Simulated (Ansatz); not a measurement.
# CH9GeN: the cost of one run

Method: RKS B3LYP-D4/def2-SVP, in Ansatz 0.2.0.

## Step 1: The starting structure

Bond lengths: Ge1–C2 2.310 Å, C2–H3 1.110 Å, C2–H4 1.110 Å, C2–H5 1.110 Å, Ge1–H6 1.550 Å, Ge1–H7 1.549 Å, Ge1–H8 1.549 Å, Ge1–N9 2.210 Å, N9–H10 1.060 Å, N9–H11 1.060 Å. Angles (14 of 19 angles, heavy atoms first): C2–Ge1–N9 71.6°, Ge1–C2–H3 109.5°, Ge1–C2–H4 109.5°, Ge1–C2–H5 109.5°, C2–Ge1–H6 109.5°, C2–Ge1–H7 109.5°, C2–Ge1–H8 109.5°, H6–Ge1–N9 75.8°, H7–Ge1–N9 173.4°, H8–Ge1–N9 64.4°, Ge1–N9–H10 120.0°, Ge1–N9–H11 120.0°, H3–C2–H4 109.4°, H3–C2–H5 109.4°.

As a file:

```xyz
12

Ge    0.0000    0.0000    0.0000
C     0.0000    0.0000    2.3100
H    -0.9996   -0.3092    2.6805
H     0.7676   -0.7111    2.6805
H     0.2320    1.0203    2.6805
H     1.4616    0.0000   -0.5162
H    -0.7300    1.2648   -0.5162
H    -0.7300   -1.2648   -0.5162
N     0.8223   -1.9293    0.6969
H     0.2865   -2.8274    0.5237
H     1.7526   -1.9566    1.2043
H     0.5240   -1.2293    1.8496
```

## Step 2: A restrained relaxation towards end A

Springs on the bonds that form and break draw the guess towards this end; the thresholds are loose.

input.yaml

```yaml
crystal:
  periodic: [false, false, false]
  atoms:
    - { symbol: Ge, position_ang: [0.0, 0.0, 0.0] }
    - { symbol: C, position_ang: [0.0, 0.0, 2.31] }
    - { symbol: H, position_ang: [-0.9996, -0.3092, 2.6805] }
    - { symbol: H, position_ang: [0.7676, -0.7111, 2.6805] }
    - { symbol: H, position_ang: [0.232, 1.0203, 2.6805] }
    - { symbol: H, position_ang: [1.4616, 0.0, -0.5162] }
    - { symbol: H, position_ang: [-0.73, 1.2648, -0.5162] }
    - { symbol: H, position_ang: [-0.73, -1.2648, -0.5162] }
    - { symbol: "N", position_ang: [0.8223, -1.9293, 0.6969] }
    - { symbol: H, position_ang: [0.2865, -2.8274, 0.5237] }
    - { symbol: H, position_ang: [1.7526, -1.9566, 1.2043] }
    - { symbol: H, position_ang: [0.524, -1.2293, 1.8496] }
basis:
  gaussian: { orbitals: def2-SVP }
hamiltonian:
  xc: b3lyp
  dispersion: d4
relax:
  f_tol: 0.15
  max_steps: 25
  restrain:
    - { distance: [0, 8], at: 3.11, k: 30.0 }
    - { distance: [11, 1], at: 2.31, k: 30.0 }
    - { distance: [0, 1], at: 1.96, k: 30.0 }
    - { distance: [11, 8], at: 1.06, k: 30.0 }
```

Launch:

```
ansatz run input.yaml --threads 2 --pin off --max-ram 3072MiB --backend cpu --events-out ev --progress --plain --runs-dir out
```

Q: Estimate wall time and peak memory on 2 threads of Arm Neoverse V2, shared host.

About 23 s, with a peak of 0.23 GiB.
